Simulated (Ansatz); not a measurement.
# Si2Ge: the cost of one run

Program: Ansatz 0.2.0. Level of theory: reference: DFT, PBE, plane waves, PAW. These are calculated values, not measurements.

2 further runs of the same task are left out: 2 that didn't finish.

### 1 The system as given

Symmetry: P-3m1, No. 164, trigonal system. Conventional cell: a = 3.899 Å, b = 3.899 Å, c = 9.554 Å, α = 90.00°, β = 90.00°, γ = 120.00°. Around Si (site symmetry 3m) lie 3 Si at 2.38 Å and 1 Ge at 2.40 Å. Around Si (site symmetry 3m) lie 4 Si at 2.36 to 2.38 Å. Ge (site symmetry 3m) has 1 Si at 2.40 Å and 3 Ge at 2.41 Å as nearest neighbours.

Structure file:

```
CELL_PARAMETERS angstrom
3.89949 0.00000 0.00000
-1.94975 3.37706 0.00000
0.00000 0.00000 9.55390
ATOMIC_POSITIONS crystal
Si 0.33333 0.66667 0.70348
Si 0.00000 0.00000 0.37638
Ge 0.66667 0.33333 0.04543
Si 0.00000 0.00000 0.62362
Si 0.66667 0.33333 0.29652
Ge 0.33333 0.66667 0.95457
```

### 2 Baseline

File input.yaml:

```yaml
crystal:
  lattice:
    - [3.8994911291, 0.0, 0.0]
    - [-1.9497455645, 3.3770583796, 0.0]
    - [0.0, 0.0, 9.5539021419]
  atoms:
    - { symbol: Si, position: [0.3333333333, 0.6666666667, 0.7034775588] }
    - { symbol: Si, position: [0.0, 0.0, 0.3763791991] }
    - { symbol: Ge, position: [0.6666666667, 0.3333333333, 0.0454279632] }
    - { symbol: Si, position: [0.0, 0.0, 0.6236208009] }
    - { symbol: Si, position: [0.6666666667, 0.3333333333, 0.2965224412] }
    - { symbol: Ge, position: [0.3333333333, 0.6666666667, 0.9545720368] }
kpoints:
  mp_grid: { grid: [6, 6, 2] }
hamiltonian:
  xc: pbe
scf:
  occupations: { method: fixed }
  n_extra_bands: 5
output:
  forces: true
  stress: true
  eigenvalues: true
```

On the command line:

```sh
$ ansatz run input.yaml --threads 4 --pin off --max-ram 4608MiB --backend cpu --events-out ev --progress --plain --runs-dir out
```

Q: Estimate wall time and peak memory on 4 threads of Arm Neoverse N1, shared host.

About 1.8 s, with a peak of 0.42 GiB.
